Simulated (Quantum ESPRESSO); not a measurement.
# Cu: single point with PBEsol

The system is Cu.

```
Cu
1.0
    -1.57500    1.57500    1.57500
     1.57500   -1.57500    1.57500
     1.57500    1.57500   -1.57500
Cu
1
Cartesian
  0.0000 0.0000 0.0000
```

The cell was built by a generator and needn't be a form met in nature.

* Program: Quantum ESPRESSO 7.5
* Task: single point
* Functional: PBEsol
* Potentials or basis: GBRV 1.5 PBEsol
* Cutoff: 762 eV
* Density cutoff: 6095 eV
* k mesh: 18 × 18 × 18
* Occupations: methfessel-paxton, width 0.1 eV
* Spin: no spin polarisation
* Mixing beta: 0.5
* Most SCF iterations: 120
* SCF threshold: 2e-10 Ry

The pressure is -23.7 GPa. The band gap on the k mesh is none (metal or under the smearing width).

Levels at points of the mesh, in eV from the Fermi level:
```
              k point  band 8  band 9  band 10  band 11  band 12  band 13
   (0.00, 0.00, 0.00)   -2.32   -1.64    -1.64    22.32    22.32    22.32
  (0.00, 0.00, -0.50)   -1.58   -1.16    -0.01     3.02    14.30    15.14
(-0.50, -0.50, -0.50)   -1.27   -1.27     6.98     6.98     6.98    11.37
```

Wall time 44 s on 1 thread of Intel(R) Xeon(R) Platinum 8488C (Sapphire Rapids), on a shared host, peak memory 0.12 GiB.

Caveat: so large a pressure means that the cell lies far from this level's equilibrium, or that cutoff or potentials fall short.
